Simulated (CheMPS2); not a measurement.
# GeClF (SMILES [F][Ge][Cl]): DMRG/STO-6G

Aim: the vertical singlet–triplet gap of GeClF at DMRG/STO-6G, from 2 runs. 

The results are computed with CheMPS2 1.8.12.

4 further runs of the same task are left out: 1 that didn't finish, 3 set aside as unsound or not needed.

## Step 1: The system as given

GeClF has 3 atoms, charge 0, and is taken as a singlet. SMILES: `[F][Ge][Cl]`. The shape is that of a PBE0-D4/def2-TZVP optimisation.

Bond lengths: F1–Ge2 1.748 Å, Ge2–Cl3 2.180 Å. Angles: F1–Ge2–Cl3 98.3°.

## Step 2: The energy at DMRG/STO-6G

The input, integrals.py:

```python
from pyscf import ao2mo, cc, dft, gto, mcscf, mp, scf
from pyscf.tools import fcidump

mol = gto.M(atom="mol.xyz", basis="sto-6g", charge=0, spin=0, verbose=3, max_memory=2000)
print("basis functions: %d" % (mol.nao))
mf = scf.RHF(mol)
mf.conv_tol = 1e-10
mf.max_cycle = 200
mf.kernel()
if not mf.converged:
    mf = mf.newton().run(mf.mo_coeff, mf.mo_occ)
print(f"E(SCF): {mf.e_tot:.10f}")
# single-reference ladder for comparison
ref = mf
pt = mp.MP2(ref, frozen=15).run()
mycc = cc.CCSD(ref, frozen=15)
mycc.max_cycle = 150
mycc.kernel()
print("MP2 total energy: %.10f" % (pt.e_tot))
if mycc.converged:
    print("CCSD total energy: %.10f" % (mycc.e_tot))
    print("E(CCSD(T)): %.10f" % (mycc.e_tot + mycc.ccsd_t()))
    print(f"T1: {mycc.get_t1_diagnostic():.4f}")
# a few density functionals on the same geometry and basis
ks = dft.RKS(mol, xc="m06l").set(conv_tol=1e-9, verbose=3).run()
if ks.converged:
    print("E(M06-L): %.8f" % (ks.e_tot))
ks = dft.RKS(mol, xc="tpssh").set(conv_tol=1e-9, verbose=3).run()
if ks.converged:
    print("E(TPSSh): %.8f" % (ks.e_tot))
ks = dft.RKS(mol, xc="hse06").set(conv_tol=1e-9, verbose=3).run()
if ks.converged:
    print(f"E(HSE06): {ks.e_tot:.8f}")
ks = dft.RKS(mol, xc="pbe").set(conv_tol=1e-9, verbose=3).run()
if ks.converged:
    print("E(PBE): %.8f" % (ks.e_tot))
ks = dft.RKS(mol, xc="m062x").set(conv_tol=1e-9, verbose=3).run()
if ks.converged:
    print("E(M06-2X): %.8f" % (ks.e_tot))
# natural orbitals of MP2 give a compact matrix product state
occ_no, mo = mcscf.addons.make_natural_orbitals(mp.MP2(mf, frozen=15).run())
mf.mo_coeff = mo
# FCIDUMP for the DMRG program
cas = mcscf.CASCI(mf, 17, 28)
h1, ecore = cas.get_h1eff()
fcidump.from_integrals("FCIDUMP", h1, cas.get_h2eff(), 17, 28, nuc=ecore, ms=0)
# FCI check
ci = mcscf.CASCI(mf, 17, (14, 14))
ci.fix_spin_(ss=0)
ci.fcisolver.conv_tol = 1e-10
ci.fcisolver.max_cycle = 200
ci.kernel()
print(f"E(FCI): {ci.e_tot:.10f}")
```

The input, dmrg.input:

```
FCIDUMP = FCIDUMP
GROUP = 0
MULTIPLICITY = 1
NELECTRONS = 28
IRREP = 0
EXCITATION = 0
SWEEP_STATES = 150, 225, 300, 300
SWEEP_ENERGY_CONV = 1e-04, 1e-04, 1e-04, 1e-06
SWEEP_MAX_SWEEPS = 3, 3, 3, 6
SWEEP_NOISE_PREFAC = 0.05, 0.05, 0.005, 0.0
SWEEP_DVDSON_RTOL = 3e-05, 3e-05, 3e-05, 3e-06
NOCC = 0
NACT = 17
NVIR = 0
MOLCAS_FIEDLER = TRUE
PRINT_CORR = TRUE
TMP_FOLDER = .
```

On the command line:

```bash
$ python integrals.py && chemps2 --file=dmrg.input
```

Log:

```text
$ python integrals.py
[... 1 line left out ...]
converged SCF energy = -2621.2647837544
[... 13 lines left out ...]
converged SCF energy = -2623.18061498126
[... 115 lines left out ...]
***     Minimum energy           = -2621.3421362291
[... 15 lines left out ...]
***     Maximum discarded weight = 5.3494359072727e-08
[... 22 lines left out ...]
***     Maximum discarded weight during the last sweep     = 5.13796083215592e-08
[... 21 lines left out ...]
***     Maximum discarded weight during the last sweep     = 8.96100950172528e-10
[... 21 lines left out ...]
***     Maximum discarded weight during the last sweep     = 8.05028876522031e-26
[... 21 lines left out ...]
***     Maximum discarded weight during the last sweep     = 5.37532874375358e-12
[... 181 lines left out ...]
   Columns 1 to 8

    0           0.000043    0.000047    0.000024    0.000058    0.000007    0.000005    0.000014
    0.000043    0           0.000033    0.000084    0.000063    0.000001    0.000007    0.000004
    0.000047    0.000033    0           0.000085    0.000048    0.000007    0.000003    0.000006
[... 13 lines of this table left out ...]
    0.000118    0.000031    0.000127    0.000156    0.000399    0.000689    0.000064    0.002267

   Columns 9 to 16

    0.000001    0.000014    0.000021    0.000001    0.000021    0.000019    0.000024    0.000094
    0.000016    0.000004    0.000010    0.000044    0.000033    0.000029    0.000233    0.000088
    0.000024    0.000007    0.000025    0.000021    0.000055    0.000025    0.000156    0.000028
[... 13 lines of this table left out ...]
    0.009654    0.024829    0.027789    0.001583    0.023821    0.009509    0.009538    0.009049

   Columns 17 to 17

    0.000118
    0.000031
    0.000127
    0.000156
    0.000399
    0.000689
    0.000064
    0.002267
    0.009654
    0.024829
    0.027789
    0.001583
    0.023821
    0.009509
    0.009538
    0.009049
    0

--------------------------------------------------------
```

Wall time 3.1 min (1 thread of Intel Xeon Platinum 8375C at 2.90GHz (Ice Lake), shared host); peak memory 0.23 GiB.

## Step 3: The triplet: the energy at DMRG/STO-6G

The input, integrals.py:

```python
from pyscf import ao2mo, cc, dft, gto, mcscf, mp, scf
from pyscf.tools import fcidump

mol = gto.M(atom="""
F      0.20862576     2.68095445     0.38966153
Ge    -1.44148309     0.06727425    -0.77535463
Cl     1.21244828    -2.87068296     0.36093769
""", basis="sto-6g", unit="bohr", charge=0, spin=2, verbose=4)
print("basis functions                = %d" % (mol.nao))
mf = scf.ROHF(mol)
mf.conv_tol = 1e-10
mf.max_cycle = 200
mf.kernel()
if not mf.converged:
    mf = mf.newton().run(mf.mo_coeff, mf.mo_occ)
print("E(HF)                          = %.10f" % (mf.e_tot))
# MP2, CCSD and CCSD(T) with the same frozen core
ref = scf.UHF(mol).run(mf.make_rdm1(), conv_tol=1e-10)
pt = mp.MP2(ref, frozen=15).run()
mycc = cc.CCSD(ref, frozen=15)
mycc.max_cycle = 150
mycc.kernel()
print(f"E(MP2)                         = {pt.e_tot:.10f}")
if mycc.converged:
    print(f"CCSD total energy              = {mycc.e_tot:.10f}")
    print("CCSD(T) total energy           = %.10f" % (mycc.e_tot + mycc.ccsd_t()))
# a few density functionals on the same geometry and basis
ks = dft.UKS(mol, xc="m06l").set(conv_tol=1e-9, verbose=3).run(mf.make_rdm1())
if ks.converged:
    print("E(M06-L)                       = %.8f" % (ks.e_tot))
ks = dft.UKS(mol, xc="tpssh").set(conv_tol=1e-9, verbose=3).run(mf.make_rdm1())
if ks.converged:
    print(f"E(TPSSh)                       = {ks.e_tot:.8f}")
ks = dft.UKS(mol, xc="hse06").set(conv_tol=1e-9, verbose=3).run(mf.make_rdm1())
if ks.converged:
    print("E(HSE06)                       = %.8f" % (ks.e_tot))
ks = dft.UKS(mol, xc="pbe").set(conv_tol=1e-9, verbose=3).run(mf.make_rdm1())
if ks.converged:
    print("E(PBE)                         = %.8f" % (ks.e_tot))
ks = dft.UKS(mol, xc="m062x").set(conv_tol=1e-9, verbose=3).run(mf.make_rdm1())
if ks.converged:
    print("E(M06-2X)                      = %.8f" % (ks.e_tot))
# natural orbitals of MP2 give a compact matrix product state
occ_no, mo = mcscf.addons.make_natural_orbitals(mp.MP2(mf.to_uhf(), frozen=15).run())
mf.mo_coeff = mo
# FCIDUMP for the DMRG program
cas = mcscf.CASCI(mf, 17, 28)
h1, ecore = cas.get_h1eff()
fcidump.from_integrals("FCIDUMP", h1, cas.get_h2eff(), 17, 28, nuc=ecore, ms=2)
# exact diagonalisation in the same space
ci = mcscf.CASCI(mf, 17, (15, 13))
ci.fix_spin_(ss=2)
ci.fcisolver.conv_tol = 1e-10
ci.fcisolver.max_cycle = 200
ci.kernel()
print("exact diagonalisation          = %.10f" % (ci.e_tot))
```

The input, dmrg.input:

```
FCIDUMP = FCIDUMP
GROUP = 0
MULTIPLICITY = 3
NELECTRONS = 28
IRREP = 0
EXCITATION = 0
SWEEP_STATES = 112, 150, 150
SWEEP_ENERGY_CONV = 1e-04, 1e-04, 1e-06
SWEEP_MAX_SWEEPS = 3, 3, 6
SWEEP_NOISE_PREFAC = 0.05, 0.005, 0.0
SWEEP_DVDSON_RTOL = 3e-05, 3e-05, 3e-06
NOCC = 0
NACT = 17
NVIR = 0
MOLCAS_FIEDLER = TRUE
PRINT_CORR = FALSE
TMP_FOLDER = .
```

On the command line:

```bash
$ python integrals.py && chemps2 --file=dmrg.input
```

Log:

```text
$ python integrals.py

[INPUT] verbose = 4
[INPUT] num. atoms = 3
[INPUT] num. electrons = 58
[INPUT] charge = 0
[INPUT] spin (= nelec alpha-beta = 2S) = 2
[INPUT] symmetry False subgroup None
[INPUT] Mole.unit = bohr
[INPUT] Symbol           X                Y                Z      unit          X                Y                Z       unit  Magmom
[INPUT]  1 F      0.110399997803   1.418699998455   0.206200001648 AA    0.208625760000   2.680954450000   0.389661530000 Bohr   0.0
[INPUT]  2 Ge    -0.762800001155   0.035599999982  -0.410300000577 AA   -1.441483090000   0.067274250000  -0.775354630000 Bohr   0.0
[INPUT]  3 Cl     0.641599999195  -1.519100002208   0.191000000110 AA    1.212448280000  -2.870682960000   0.360937690000 Bohr   0.0

[... 188 lines left out ...]
WARN: HOMO -0.059659746332554 >= LUMO -0.134434650835842
[... 31 lines left out ...]
WARN: HOMO -0.146372453140138 >= LUMO -0.198532322568431
[... 21 lines left out ...]
WARN: HOMO -0.0760328108735776 >= LUMO -0.116686928533647
[... 31 lines left out ...]
WARN: HOMO -0.0821659787085648 >= LUMO -0.110333799065322
[... 31 lines left out ...]
WARN: HOMO -0.0492617603827251 >= LUMO -0.136826727282393
[... 129 lines left out ...]
***     Minimum energy           = -2621.16925431907
[... 66 lines left out ...]
***     Maximum discarded weight = 1.17032000989317e-06
[... 51 lines left out ...]
***     Maximum discarded weight during the last sweep     = 2.1137632960833e-07
******************************************************************
```

It took 2.8 min on 1 thread of Intel Xeon Platinum 8375C at 2.90GHz (Ice Lake), shared host; peak memory 0.23 GiB.

## Step 4: Summary of results

At DMRG/STO-6G, 15 core orbitals frozen:

| quantity | value |
| --- | --- |
| run 1, DMRG/STO-6G: total energy | -2621.34297 Eh |
| run 1, DMRG/STO-6G: T1 diagnostic of the CCSD step | 0.018 |
| triplet: total energy | -2621.24816 Eh |
| vertical energy of the triplet above the singlet | 2.580 eV |

What this shows: At this shape the triplet lies 2.58 eV (59 kcal/mol) above the singlet. In a minimal basis such a difference can be off by several eV, whatever the method.
